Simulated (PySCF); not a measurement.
# C2H6Cl2SSi: the cost of one run

The runs use PySCF 2.14.0, with density-fitted response routines of our own; the level of theory stands in each step. All values are computed, except where a source is named. Atoms count from 0, in the outputs and in this text.

## Step 1: The starting structure

12 atoms, charge 0, multiplicity 1; geometry from: GFN2-xTB. The atoms were then displaced at random by about 0.01 Å, so the start is not that level's minimum.

Bonds of the start (Å): C0–S1 1.85, S1–Si2 2.13, Si2–C3 1.86, C3–Cl4 1.79, C3–Cl5 1.80, C0–H6 1.07, C0–H7 1.08, C0–H8 1.12, Si2–H9 1.47, Si2–H10 1.46, C3–H11 1.08.

## Step 2: Optimising the geometry at PBE0-D3(BJ)/def2-SVP

What the job is given:

```
{"job": {"xc": "PBE0", "basis": "def2-SVP", "d3": "d3bj", "grid": 1, "shake": 0.01, "kind": "geom"}, "charge": 0, "multiplicity": 1}
C      2.476360    -0.219340     0.077820
S      0.864570    -0.476590    -0.782820
Si    -0.478720     0.256820     0.704790
C     -2.179290     0.028630    -0.018370
Cl    -2.680090    -1.687760     0.122430
Cl    -3.357110     1.039490     0.891610
H      2.528300    -0.842200     0.942270
H      3.254950    -0.436570    -0.638680
H      2.532530     0.852260     0.386800
H     -0.372510    -0.518450     1.953890
H     -0.234050     1.681580     0.938220
H     -2.315260     0.293850    -1.057550
```

Run with:

```
OMP_NUM_THREADS=1 python probes_run.py task.json out
```

One launch serves the whole session: the jobs run in the order shown.

**Question.** How long does this first job take on 1 thread of Arm Neoverse V1, shared host, and how much memory does it need?

About 1.9 min, with a peak of 0.55 GiB.
